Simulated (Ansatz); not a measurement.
# Ir3Os: the cost of one run

All numbers are computed with the Python package of Ansatz 0.2.0. Level of theory: DFT r2SCAN, plane waves, PAW.

## Step 1: The structure

Symmetry: Pm-3m, No. 221, cubic system. Conventional cell: a = 3.848 Å, b = 3.848 Å, c = 3.848 Å, α = 90.00°, β = 90.00°, γ = 90.00°. Os (site symmetry m-3m) has 12 Ir at 2.72 Å as nearest neighbours. Ir (site symmetry 4/mmm) has 4 Os at 2.72 Å and 8 Ir at 2.72 Å as nearest neighbours.

No structure file is read: the coordinates are typed or built in the script.

## Step 2: The script

fold_ir3os.py

```python
"""A supercell of Ir3Os must give the energy of the small cell."""

import warnings

import ansatz as az
from ase import Atoms


def main() -> None:
    warnings.simplefilter("ignore", az.DeckWarning)

    atoms = Atoms(
        ["Os", "Ir", "Ir", "Ir"],
        scaled_positions=[
            [0.0, 0.0, 0.0],
            [0.0, 0.5, 0.5],
            [0.5, 0.5, 0.0],
            [0.5, 0.0, 0.5],
        ],
        cell=[
            [3.84807, 0.0, 0.0],
            [0.0, 3.84807, 0.0],
            [0.0, 0.0, 3.84807],
        ],
        pbc=True,
    )
    crystal = az.Crystal.from_ase(atoms)

    # the mesh shrinks as the cell grows, so that all cells sample the same points
    mesh = (4, 4, 4)
    rows = []
    for repeats in [(1, 1, 1), (2, 1, 1)]:
        base = (
            crystal.supercell(*repeats).calculation()
            .functional("r2scan")
            .basis(550)
            .occupations(az.OccupationsMethod.METHFESSEL_PAXTON)
            .kpoints(*(k // n for k, n in zip(mesh, repeats)))
        )
        r = base.run(threads=1, backend="cpu").report
        n = len(r["lattice"]["sites"])
        rows.append((repeats, n, r["free_energy_ev"] / n, r["fermi_energy_ev"], r["n_kpoints"], r["n_symmetry_ops"]))
    print("       repeats           atoms       F/atom eV  Fermi level eV        k-points  symmetry operations")
    for row in rows:
        print(f"{str(row[0]):>14s}  {row[1]:14d}  {row[2]:14.5f}  {row[3]:14.4f}  {row[4]:14d}  {row[5]:19d}")


if __name__ == "__main__":
    main()
```

## Step 3: The input behind the calls

The package turns the script's settings into the engine's input (first run):

```yaml
crystal:
  lattice:
    - [3.84807, 0.0, 0.0]
    - [0.0, 3.84807, 0.0]
    - [0.0, 0.0, 3.84807]
  atoms:
    - { symbol: Os, position: [0.0, 0.0, 0.0] }
    - { symbol: Ir, position: [0.0, 0.5, 0.5] }
    - { symbol: Ir, position: [0.5, 0.5, 0.0] }
    - { symbol: Ir, position: [0.5, 0.0, 0.5] }
basis:
  ecutwfc: 550.0
kpoints:
  mp_grid:
    grid: [4, 4, 4]
hamiltonian:
  xc: r2scan
scf:
  occupations:
    method: methfessel_paxton
```

## Step 4: Running it

Started as:

```console
> python fold_ir3os.py
```

**Question.** How long does this script take on 1 thread of Intel Xeon 6975P-C (Granite Rapids), shared host, and how much memory does it need?

About 8.5 s, with a peak of 0.74 GiB.
